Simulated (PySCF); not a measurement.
# [Bi(NCS)2]+: other functionals and bases at one geometry

An exercise on one series of results from a longer session: the logs are not shown, and one member is left open.

The runs use PySCF 2.14.0; several levels, as the steps say, no spin–orbit coupling.

1 further run of the same task is left out (for a known fault of the program).

### The system as given

7 atoms, charge 1, spin multiplicity 1.

Bond lengths: Bi1–N2 2.068 Å, Bi1–N5 2.068 Å, N2–C3 1.214 Å, C3–S4 1.555 Å, N5–C6 1.214 Å, C6–S7 1.555 Å. Angles: N2–Bi1–N5 95.4°, Bi1–N2–C3 166.8°, N2–C3–S4 178.9°, Bi1–N5–C6 166.8°, N5–C6–S7 178.9°.

As a file:

```tsv
atom	x (Å)	y (Å)	z (Å)
Bi1	0.00000	0.00000	-1.10178
N2	1.52889	0.00000	0.29056
C3	2.58870	0.00000	0.88175
S4	3.93255	0.00000	1.66480
N5	-1.52889	0.00000	0.29056
C6	-2.58870	0.00000	0.88175
S7	-3.93255	0.00000	1.66480
```

Formal oxidation states: Bi +3. An earlier session relaxed this geometry at PBE0, Bi def2-SVP with ECP60, N def2-SVP, C def2-SVP, S def2-SVP (singlet, point group C2v).

At PBE0 on the finer grid: E = -1195.570887 Eh, HOMO -11.66 eV, LUMO -9.10 eV, Mulliken charge on Bi1 +1.31 e, largest force component 0.018 eV/Å. 

Levels to run: BP86; r2SCAN; PBE0, TZVP. Hardware: 2 threads of Arm Neoverse V1, shared host.

Set-up of the first run:

The input, run.py (the lines that set the calculation):

```python
mol = gto.M(atom='''
Bi     0.00000     0.00000    -1.10178
N      1.52889     0.00000     0.29056
C      2.58870     0.00000     0.88175
S      3.93255     0.00000     1.66480
N     -1.52889     0.00000     0.29056
C     -2.58870     0.00000     0.88175
S     -3.93255     0.00000     1.66480''',
    basis={'Bi': 'def2-SVP', 'N': 'def2-SVP', 'C': 'def2-SVP', 'S': 'def2-SVP'},
    ecp={'Bi': 'def2-SVP'},
    charge=1, spin=0)
mf = dft.RKS(mol, xc='B88,P86')
mf.grids.atom_grid = (75, 302)
mf = mf.density_fit()  # fitting sets: Bi def2-universal-JKFIT, N def2-universal-JKFIT, C def2-universal-JKFIT, S def2-universal-JKFIT
mf.conv_tol = 1e-08; mf.max_cycle = 55
mf.kernel(dm0)  # dm0: the density of the relaxed state
```

On the command line:

```console
$ OMP_NUM_THREADS=2 python run.py
```

Steps of the session up to this table: BP86; r2SCAN; PBE0, TZVP.

One table of the session follows, with a row left open; its other results are not shown here.

```
              level  HOMO (eV)  gap (eV)  charge on Bi1 (e)  dipole (D)  largest force component (eV/Å)
PBE0 (relaxed here)     -11.66      2.56               1.31        2.06                            0.02
               BP86     -10.82      1.29               1.15        1.21                            0.91
             r2SCAN          ?         ?                  ?           ?                               ?
         PBE0, TZVP     -11.63      2.56               1.21        1.86                            0.89
```

**Question.** Estimate the row for r2SCAN.

**Answer.** HOMO (eV): -11.02; gap (eV): 1.46; charge on Bi1 (e): 1.27; dipole (D): 1.65; largest force component (eV/Å): 0.46. In the column «HOMO (eV)» it lies between PBE0, TZVP (-11.63) and BP86 (-10.82).

The dipole of a charged species depends on the origin, so these sizes hold for this origin alone.

In one basis the HOMO–LUMO gap runs from 1.29 eV (BP86) to 2.56 eV (PBE0). The largest leftover force, 0.91 eV/Å with BP86, stands at a geometry relaxed at another level. Total energies of different levels can't be compared.
